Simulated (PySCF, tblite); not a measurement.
# C₅H₁₀B₂NP: geometry, infrared bands and NMR shifts

Aim: predict the infrared bands and NMR shifts of C₅H₁₀B₂NP (`C#CB(CC=C)NBP`).

Computed with tblite 0.8.0 and PySCF 2.14.0, with density-fitted response routines of our own, on a single molecule in the gas phase. Atoms are numbered from 0 throughout.

## 1. The molecule as given

19 atoms, charge 0, multiplicity 1; geometry from: force field or distance geometry start.

Bonds of the start (Å): C0–C1 1.19, C1–B2 1.57, B2–C3 1.60, C3–C4 1.50, C4–C5 1.33, B2–N6 1.50, N6–B7 1.51, B7–P8 1.93, C0–H9 1.07, C3–H10 1.10, C3–H11 1.11, C4–H12 1.10, C5–H13 1.08, C5–H14 1.10, N6–H15 1.06, B7–H16 1.18, P8–H17 1.47, P8–H18 1.44.

## 2. Relaxing the molecule with GFN2-xTB

The job: settings as JSON, then the geometry in Å.

```
{"job": {"kind": "relax", "xc": "GFN2-xTB", "basis": "xTB"}, "charge": 0, "multiplicity": 1}
C     -0.896800     2.671700    -1.882200
C     -0.558000     1.906400    -1.034800
B     -0.096900     0.911100     0.091600
C     -1.280000     0.318900     0.992500
C     -2.126400    -0.480100     0.041000
C     -2.330700    -1.783200     0.169400
N      1.358300     0.802200     0.459500
B      1.973400    -0.498800    -0.010400
P      3.848600    -0.806500     0.353800
H     -1.228900     3.346300    -2.642000
H     -0.904500    -0.322800     1.804400
H     -1.935800     1.129900     1.375000
H     -2.594200     0.053000    -0.803600
H     -2.928800    -2.371100    -0.518300
H     -1.888300    -2.344400     1.001000
H      1.472500     0.841600     1.511000
H      1.284500    -1.315000    -0.522500
H      4.111400    -2.188300    -0.081900
H      4.710600     0.138500    -0.311000
```

Command:

```bash
OMP_NUM_THREADS=1 python probes_run.py task.json out
```

The driver reads the jobs from task.json and runs them one after another.

**Question.** This job is followed by: GFN2-xTB harmonic vibrations, gas phase; GIAO PBE0/pcSseg-1 NMR shielding, non-relativistic, gas phase. Predict these results of the whole session: strongest single infrared mode (GFN2-xTB); zero-point energy (GFN2-xTB); 13C shifts against TMS (PBE0/pcSseg-1); 1H shifts against TMS (PBE0/pcSseg-1, means over atoms taken as alike); 11B shifts against BF3·OEt2 (PBE0/pcSseg-1); 15N shifts against NH3 (PBE0/pcSseg-1); 31P shifts against H3PO4 (PBE0/pcSseg-1).

As calculated:

```
                                                              quantity                                               value
                             strongest single infrared mode (GFN2-xTB)                               1371 cm⁻¹, 935 km/mol
                                          zero-point energy (GFN2-xTB)                                       87.2 kcal/mol
                                13C shifts against TMS (PBE0/pcSseg-1)                 143.0, 120.9, 112.9, 93.2, 39.9 ppm
1H shifts against TMS (PBE0/pcSseg-1, means over atoms taken as alike)  6.90, 6.90, 6.33, 5.31, 5.19, 3.05, 2.18, 1.92 ppm
                           11B shifts against BF3·OEt2 (PBE0/pcSseg-1)                                      58.1, 37.4 ppm
                                15N shifts against NH3 (PBE0/pcSseg-1)                                           190.6 ppm
                              31P shifts against H3PO4 (PBE0/pcSseg-1)                                          -228.0 ppm
```

What this shows: Relaxing lowered the energy by 1.902 eV in 199 steps; the close pair that moved most is N6–B7, from 1.514 to 1.407 Å. The lowest mode is slightly imaginary (10i cm⁻¹), a soft motion within the noise of the Hessian, so the minimum is not strictly shown. The strongest single mode, at 1371 cm⁻¹, is carried by N6, H15, B7, B2. GFN2-xTB is a fitted tight-binding method: band positions and strengths are rough. Its intensities can rank the bands wrongly. The most deshielded carbon is C4 (alkene CH), at 143.0 ppm: an sp2 carbon of a C=C bond. At PBE0/pcSseg-1: Shielding is most anisotropic at C1 (span 306 ppm, paramagnetic term -164 ppm).
